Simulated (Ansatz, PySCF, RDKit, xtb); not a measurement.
**CH3OTe−: a search for the lowest isomer**

Given the formula CH3OTe− (charge -1) and nothing else, which arrangement of the atoms is the most stable in the gas at 298.15 K, and what are its properties?

Plan: many cheap relaxations first (GFN2-xTB), then density-functional screening, relaxation at PBE0-D3(BJ)/def2-SVPD, vibrations and a final energy. The numbers are computed, not measured.

3 further runs of the same task are left out: 3 set aside as unsound or not needed.

### Step 1. Possible bonding patterns

A program enumerates the bonding patterns with one Lewis structure each (two rings at most, one unusual centre or charged pair), with their diastereomers. O–O, O–halogen and N–halogen bonds and N–N–N chains are not drawn. That gives 9 candidates.

| label | SMILES | spin |
| --- | --- | --- |
| c108 | [CH2-][Te]O | singlet |
| c273 | CO[Te-] | singlet |
| c284 | [CH2-]O[TeH] | singlet |
| c374 | OC[Te-] | singlet |
| c415 | [O-]C[TeH] | singlet |
| c634 | [CH-]=[TeH]O | singlet |
| c793 | C=[TeH][O-] | singlet |
| c862 | O[CH-][TeH] | singlet |
| c982 | C[Te][O-] | singlet |

Candidates are built by distance geometry, with a force field where one applies, in up to four conformers (letters a to d). 10 starts with atoms placed at random are added, to find patterns that the rules miss.

**Question.** With final energies at CCSD(T)/def2-SVPD + MP2/def2-TZVPPD - MP2/def2-SVPD, which structure will this search put lowest in free energy, and by what margin?

| quantity | value |
| --- | --- |
| lowest structure found | OC[Te-], singlet, Cs |
| next finalist | CO[Te-], singlet, 10.4 kcal/mol higher in G |
| share at equilibrium, among the finalists | 100.0 % |
| harmonic wavenumbers, lowest and highest (PBE0-D3(BJ)/def2-SVPD) | 210 and 3799 cm⁻¹ |
| rotational constants, same geometry | 1.164, 0.0971, 0.09119 cm⁻¹ |
| HOMO energy (PBE0/def2-TZVPD) | -0.38 eV |
| LUMO energy (PBE0/def2-TZVPD) | 3.26 eV |
| HOMO–LUMO gap (to an unbound level, set by the basis) (PBE0/def2-TZVPD) | 3.64 eV |
| lowest excitation (TD-CAM-B3LYP/def2-SVPD) | 3.02 eV (f = 0.001) |
| strongest of the states computed, same level | 4.22 eV (f = 0.215) |
| lowest triplet excitation, same level, Tamm-Dancoff | 2.75 eV |
| vertical detachment energy | 2.22 eV |
| vertical triplet less singlet | +2.57 eV |

`OC[Te-]` comes out lowest. The margin of 10.4 kcal/mol over the next finalist is beyond the usual error of the last level; it says nothing of structures that weren't ranked. HF/STO-3G, r2SCAN-D4/def2-SVPD, PBE0-D3(BJ)/def2-SVPD, HF/def2-SVPD and MP2/def2-SVPD already put its bonding pattern lowest among the structures in one piece; GFN2-xTB favours the singlet C[Te][O-] (c982a, not a finalist). Spin-orbit coupling, which matters for elements this heavy, is left out. A candidate that fell apart on refinement lay below the next finalist; fragments are not ranked, and their entropy would favour them further. In an anion, excitations above the detachment energy lie in the continuum and hang on the basis, so they needn't be bound states. The search is not exhaustive (a finite list of starts, one conformer a finalist), so a lower isomer can't be ruled out. Patterns outside the rules of the enumeration were met only by chance.
